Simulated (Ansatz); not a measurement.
# Ga4As4N: the cost of one run

Method: DFT PBE+D3(BJ), scalar-relativistic, plane waves, PAW, in Ansatz 0.2.0.

2 further runs of the same task are left out: 2 set aside as unsound or not needed. Runs told in other sessions of the task aren't counted.

### 1 The structure to begin with

Symmetry: F-43m, No. 216, cubic system. Conventional cell: a = 5.654 Å, b = 5.654 Å, c = 5.654 Å, α = 90.00°, β = 90.00°, γ = 90.00°. Around Ga (site symmetry -43m) lie 4 As at 2.45 Å. As (site symmetry -43m) has 4 Ga at 2.45 Å in its first shell of neighbours.

Coordinates:

```cif
data_structure
_symmetry_space_group_name_H-M 'F-43m'
_symmetry_Int_Tables_number 216
_cell_length_a 5.6537
_cell_length_b 5.6537
_cell_length_c 5.6537
_cell_angle_alpha 90.000
_cell_angle_beta 90.000
_cell_angle_gamma 90.000
_cell_volume 180.72
loop_
_atom_site_label
_atom_site_type_symbol
_atom_site_symmetry_multiplicity
_atom_site_Wyckoff_symbol
_atom_site_fract_x
_atom_site_fract_y
_atom_site_fract_z
_atom_site_occupancy
Ga1 Ga 4 a 0.00000 0.00000 0.00000 1
As1 As 4 c 0.25000 0.25000 0.25000 1
```

Source of the structure: the Crystallography Open Database.

### 8 Plan of the scan

Atoms count from 1 in the order of the input.

N2 is moved over the surface cell at a fixed height above a rigid substrate; the origin of the map has the adsorbate above Ga13; the height is held at 2.90 Å.

- position of N17 along the first surface vector, from above Ga13: 6 values from 0.000 to 0.833, periodic
- position of N17 along the second surface vector, from above Ga13: 6 values from 0.000 to 0.833, periodic

Nothing else is relaxed. Points are written as (first, second).

The two vectors of the plane (Å): (4.013, 0.000, 0.000); (-2.007, 3.476, 0.000).

(The set-up runs are not shown.)

### 9 Point (0/6, 0/6) of the map's two axes

Input file input.yaml:

```yaml
crystal:
  lattice:
    - [8.0267120225, 0.0, 0.0]
    - [-4.0133560112, 6.9513365203, 0.0]
    - [0.0, 0.0, 22.6407100769]
  atoms:
    - { symbol: As, position: [0.0, 0.0, 0.1766729041] }
    - { symbol: As, position: [0.0, 0.5, 0.1766729041] }
    - { symbol: As, position: [0.5, 0.0, 0.1766729041] }
    - { symbol: As, position: [0.5, 0.5, 0.1766729041] }
    - { symbol: Ga, position: [0.1666666667, 0.3333333333, 0.2128565248] }
    - { symbol: Ga, position: [0.1666666667, 0.8333333333, 0.2128565248] }
    - { symbol: Ga, position: [0.6666666667, 0.3333333333, 0.2128565248] }
    - { symbol: Ga, position: [0.6666666667, 0.8333333333, 0.2128565248] }
    - { symbol: As, position: [0.1666666667, 0.3333333333, 0.3302634061] }
    - { symbol: As, position: [0.1666666667, 0.8333333333, 0.3302634061] }
    - { symbol: As, position: [0.6666666667, 0.3333333333, 0.3302634061] }
    - { symbol: As, position: [0.6666666667, 0.8333333333, 0.3302634061] }
    - { symbol: Ga, position: [0.3333333333, 0.1666666667, 0.3595607227] }
    - { symbol: Ga, position: [0.3333333333, 0.6666666667, 0.3595607227] }
    - { symbol: Ga, position: [0.8333333333, 0.1666666667, 0.3595607227] }
    - { symbol: Ga, position: [0.8333333333, 0.6666666667, 0.3595607227] }
    - { symbol: "N", position: [0.3333333333, 0.1666666667, 0.4876485781] }
    - { symbol: "N", position: [0.3333333333, 0.1666666667, 0.5362336268] }
basis:
  ecutwfc: 420
kpoints:
  mp_grid: { grid: [6, 6, 1] }
hamiltonian:
  xc: pbe
  dispersion: d3bj
scf:
  occupations: { method: gaussian, width: 0.05 }
output:
  forces: true
  eigenvalues: true
efield:
  axis: 3
  dipole_correction: true
  ramp_width: 0.04
```

Launch:

```console
> ansatz run input.yaml --threads 4 --pin off --max-ram 12288MiB --backend cpu --events-out ev --progress --plain --runs-dir out
```

Q: Estimate wall time and peak memory on 4 threads of Arm Neoverse N1, shared host.

About 71 s, with a peak of 3.5 GiB.
